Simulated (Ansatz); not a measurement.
Wanted: the native input for an Ansatz 0.2.0 run.

| Item | Value |
| --- | --- |
| Task | single point |
| Functional | PBEsol |
| Potentials or basis | Ansatz PAW |
| Cutoff | 420 eV (not typed: the program's choice for these potentials) |
| k mesh | 9 × 9 × 9 |
| Occupations | fermi-dirac, width 0.05 eV |
| Spin | collinear spin, ferromagnetic start |
| Starting moments | [2.25, 2.25, 2.25, 2.25, 0.0] μB |
| Fixed moment | 9 μB |

Fe4Si:

```
Fe Si
1.0
     0.00000    2.02761    9.46634
     1.52190    0.00000    9.46634
     1.52190    2.02761    0.00000
Fe Si
4 1
Direct
  0.59407 0.59407 0.40593
  0.19797 0.19797 0.80203
  0.80203 0.80203 0.19797
  0.40593 0.40593 0.59407
  0.00000 0.00000 0.00000
```

The cell comes from a database or a generator and needn't be the stable form of this composition.

These files were run (other wordings do the same):

input.yaml

```yaml
crystal:
  lattice:
    - [0.0, 2.02761, 9.466341]
    - [1.521904, 0.0, 9.466341]
    - [1.521904, 2.02761, 0.0]
  atoms:
    - { symbol: Fe, position: [0.594069, 0.594069, 0.405931], spin: 2.25 }
    - { symbol: Fe, position: [0.197971, 0.197971, 0.802029], spin: 2.25 }
    - { symbol: Fe, position: [0.802029, 0.802029, 0.197971], spin: 2.25 }
    - { symbol: Fe, position: [0.405931, 0.405931, 0.594069], spin: 2.25 }
    - { symbol: Si, position: [0.0, 0.0, 0.0] }
hamiltonian:
  xc: pbesol
  pseudopotentials: { kind: paw }
magnetization:
  spin_polarized: true
  initial_magnetization: 9.0
  spin_locking: { lock_magnetization: hard }
kpoints:
  mp_grid: { grid: [9, 9, 9] }
scf:
  occupations: { method: fermi_dirac, width: 0.05 }
  lower_state_search: "off"
output:
  forces: true
  stress: true
  eigenvalues: true
```

Potentials or basis: Ansatz PAW.

The run is started by

```console
$ ansatz run input.yaml --threads 2 --pin off --max-ram 5632MiB --backend cpu --events-out ev --progress --plain --runs-dir out
```

It gave:

```
Pressure        : -8.4 GPa
Largest force   : 0.097 eV/Å
Net moment      : 9.00 μB per cell
Absolute moment : 9.54 μB per cell
Site moments    : Fe +1.99, +2.58; Si -0.06 μB
```

Caveat: the total moment is fixed, so each spin has its own Fermi level; the PAW data sets come from PBE, with cores solved anew for the run's functional, which leaves a small shift of forces and pressure; the thresholds are loose for stress.

Wall time 13 s on 2 threads of Intel(R) Xeon(R) 6975P-C (Granite Rapids), on a shared host, peak memory 0.75 GiB.
